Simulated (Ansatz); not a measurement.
# TaHO+ (doublet): wave-function methods side by side, def2-TZVPP

One table from this session's results is given with a row withheld; the runs are named, their logs left out.

The runs use Ansatz 0.2.0, Gaussian basis; def2-TZVPP, core rule «outside noble gas», up to 5 orbitals frozen.

The runs, in order: UHF; ROHF; CCSD(T) on UHF.

2 further runs of the same task are left out: 2 set aside as unsound or not needed.

### What is computed

The geometry is a PBE0/def2-TZVP stationary point (not a proven minimum) of the parent state, kept for this charge and spin. No spin-orbit coupling is included. Elements past krypton take def2 core potentials.

3 atoms, charge 1, spin multiplicity 2.

Atoms are counted from 1 here; the program's logs count them from 0.

Bond lengths: Ta1–O2 1.695 Å, Ta1–H3 1.777 Å. Angles: O2–Ta1–H3 103.7°.

Set-up of the first run:

in.yaml

```yaml
crystal:
  periodic: [false, false, false]
  atoms:
    - {symbol: Ta, position_ang: [0.000000, -0.016196, 0.134207]}
    - {symbol: O, position_ang: [0.000000, 0.077043, -1.558659]}
    - {symbol: H, position_ang: [0.000000, 1.684643, 0.648045]}
basis:
  gaussian: {orbitals: def2-TZVPP}
total_charge: 1
magnetization: {spin_polarized: true, initial_magnetization: 1}
hamiltonian: {xc: hf}
output: {orbitals: {seedname: orbitals}}
```

Command:

```bash
ansatz run in.yaml --threads 1 --pin off --events-out ev --progress --plain --max-ram 4096MiB --backend cpu
```

Among the steps run: UHF; ROHF; CCSD(T) on UHF.

One table of the session follows, with a row left open; its other results are not shown here.

```
  method  from UCCSD(T) (kcal/mol)
    ROHF                   +249.75
     UHF                   +247.30
    UMP2                         ?
   UCCSD                    +15.63
UCCSD(T)                         0
```

Estimate the missing values for UMP2.

The run gave: from UCCSD(T) (kcal/mol): +4.89. In the column «from UCCSD(T) (kcal/mol)» it lies between UCCSD(T) (0) and UCCSD (+15.63).
